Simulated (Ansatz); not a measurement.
# GeH6SSi: the cost of one run

Computed with the Python package of Ansatz 0.2.0. Level of theory: CCSD(T)/def2-TZVP.

## Step 1: The system

Bond lengths: Si1–Ge2 2.246 Å, Ge2–S3 2.213 Å, Si1–H4 1.424 Å, Si1–H5 1.499 Å, Si1–H6 1.513 Å, Ge2–H7 1.580 Å, Ge2–H8 1.535 Å, S3–H9 1.431 Å. Angles: Si1–Ge2–S3 109.0°, Si1–Ge2–H7 109.6°, Si1–Ge2–H8 110.1°, S3–Ge2–H7 109.9°, S3–Ge2–H8 110.4°, H7–Ge2–H8 107.9°, Ge2–Si1–H4 110.8°, Ge2–Si1–H5 112.1°, Ge2–Si1–H6 111.8°, H4–Si1–H5 107.4°, H4–Si1–H6 107.1°, H5–Si1–H6 107.4°, Ge2–S3–H9 93.0°.

No structure file is read: the coordinates are typed or built in the script.

## Step 2: The script

Contents of geh6ssi_tae.py:

```python
"""Energy to split GeH6SSi into its atoms."""

from collections import Counter

import ansatz

params = {
    "basis": "def2-TZVP",
    "method": "ccsd_t",
}


def total_energy(molecule, charge=0, unpaired=0):
    calc = (
        molecule.calculation()
        .basis(gaussian=params["basis"])
        .correlation(params["method"])
        .scf(lower_state_search="light")
    )
    if charge:
        calc = calc.charge(charge)
    if unpaired:
        calc = calc.spin("collinear", total=unpaired)
    return calc.run(threads=1, pin="off").report["free_energy_ev"]


def main() -> None:
    molecule = (
        ansatz.Crystal.molecule()
        .atom("Si", [-0.8872, 0.9662, -0.7478])
        .atom("Ge", [0.6158, -0.5136, 0.0239])
        .atom("S", [0.1528, -0.9737, 2.1385])
        .atom("H", [-2.2091, 0.4448, -0.6486])
        .atom("H", [-0.6483, 1.3132, -2.1862])
        .atom("H", [-0.8595, 2.2583, 0.039])
        .atom("H", [2.0677, 0.0983, -0.0885])
        .atom("H", [0.5778, -1.7938, -0.8218])
        .atom("H", [1.2785, -1.846, 2.2743])
    )

    # unpaired electrons of the ground-state atoms
    unpaired = {"Si": 2, "Ge": 2, "S": 2, "H": 1}
    counts = Counter(site.symbol for site in molecule.cartesian_sites)
    atom_energy = {s: total_energy(ansatz.Crystal.molecule().atom(s, (0, 0, 0)), 0, unpaired[s]) for s in counts}
    whole = total_energy(molecule, 0, 0)
    for s, e in atom_energy.items():
        print(f"{s:2s} x{counts[s]}  {e:14.5f} eV")
    print(f"GeH6SSi: {whole:.5f} eV")
    split = sum(counts[s] * e for s, e in atom_energy.items()) - whole
    print(f"atomisation energy (no zero-point term): {96.485332 * split:.1f} kJ/mol, {split / sum(counts.values()):.3f} eV an atom")


if __name__ == "__main__":
    main()
```

## Step 3: The calls as engine input

The package turns the script's settings into the engine's input (first run):

```yaml
crystal:
  periodic: [false, false, false]
  atoms:
    - { symbol: Si, position_ang: [0.0, 0.0, 0.0] }
basis:
  gaussian:
    orbitals: def2-TZVP
magnetization:
  spin_polarized: true
  initial_magnetization: 2.0
correlation:
  method: ccsd_t
scf:
  lower_state_search: light
```

## Step 4: Running it

Launch:

```
$ python geh6ssi_tae.py
```

**Question.** How long does this script take on 1 thread of Arm Neoverse V2, shared host, and how much memory does it need?

About 72 s, with a peak of 1.1 GiB.
